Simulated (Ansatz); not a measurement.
# CH₆ClGaSi: how energies converge with the basis set

The task here is to estimate one member of a computed series from the others.

Method: one geometry, several basis sets; program: Ansatz 0.2.0, Gaussian basis.

Levels to be run: PBE0-D4/def2-SVP; ωB97M-V/def2-SVP; PBE0-D4/def2-QZVPP; ωB97M-V/def2-QZVPP; the functionals' def2-TZVPP values are taken from earlier runs.

### The geometry

An earlier PBE0-D4 in a triple-zeta def2 set relaxation fixed the geometry.

SMILES `ClC[SiH2][GaH2]`, 10 atoms, charge 0, spin multiplicity 1.

Atoms are counted from 1 here; the program's logs count them from 0.

Bond lengths: Cl1–C2 1.812 Å, C2–Si3 1.914 Å, C2–H5 1.089 Å, C2–H6 1.089 Å, Si3–Ga4 2.414 Å, Si3–H7 1.491 Å, Si3–H8 1.490 Å, Ga4–H9 1.569 Å, Ga4–H10 1.572 Å. Angles: Cl1–C2–Si3 104.9°, Cl1–C2–H5 106.4°, Cl1–C2–H6 105.9°, Si3–C2–H5 116.6°, Si3–C2–H6 112.9°, H5–C2–H6 109.3°, C2–Si3–Ga4 93.6°, C2–Si3–H7 108.4°, C2–Si3–H8 107.4°, Ga4–Si3–H7 121.9°, Ga4–Si3–H8 116.2°, H7–Si3–H8 107.3°, Si3–Ga4–H9 121.8°, Si3–Ga4–H10 118.1°, H9–Ga4–H10 120.0°.

Set-up of the first run:

Contents of in.yaml:

```yaml
crystal:
  periodic: [false, false, false]
  atoms:
    - {symbol: Cl, position_ang: [0.438799, 0.730817, 1.736632]}
    - {symbol: C, position_ang: [0.922235, -0.734563, 0.786276]}
    - {symbol: Si, position_ang: [-0.339945, -0.828099, -0.649694]}
    - {symbol: Ga, position_ang: [-0.827306, 1.535156, -0.576073]}
    - {symbol: H, position_ang: [0.925394, -1.568150, 1.486534]}
    - {symbol: H, position_ang: [1.939488, -0.546840, 0.444971]}
    - {symbol: H, position_ang: [0.328238, -1.459843, -1.823698]}
    - {symbol: H, position_ang: [-1.437296, -1.740389, -0.220173]}
    - {symbol: H, position_ang: [-2.205047, 2.078624, -0.057781]}
    - {symbol: H, position_ang: [0.255440, 2.533288, -1.126994]}
basis:
  gaussian: {orbitals: def2-SVP}
hamiltonian: {xc: pbe0, dispersion: d4}
output: {orbitals: {seedname: orbitals}}
```

The run is started by

```
$ ansatz run in.yaml --threads 4 --pin off --events-out ev --progress --plain --max-ram 10444MiB
```

Steps of the session up to this table: PBE0-D4 in def2-SVP; ωB97M-V in def2-SVP; PBE0-D4 in def2-QZVPP; ωB97M-V in def2-QZVPP.

One table of the session follows, with a row left open; its other results are not shown here.

It belongs to the step «Density functionals: the series». 

```
functional       basis  HOMO (eV)
   PBE0-D4    def2-SVP      -7.31
   PBE0-D4  def2-TZVPP      -7.31
   PBE0-D4  def2-QZVPP      -7.31
   ωB97M-V    def2-SVP      -9.31
   ωB97M-V  def2-TZVPP          ?
   ωB97M-V  def2-QZVPP      -9.35
```

Q: Estimate the row for ωB97M-V, def2-TZVPP from the others.

As computed: HOMO (eV): -9.34. In the column «HOMO (eV)» it lies between ωB97M-V, def2-QZVPP (-9.35) and ωB97M-V, def2-SVP (-9.31).
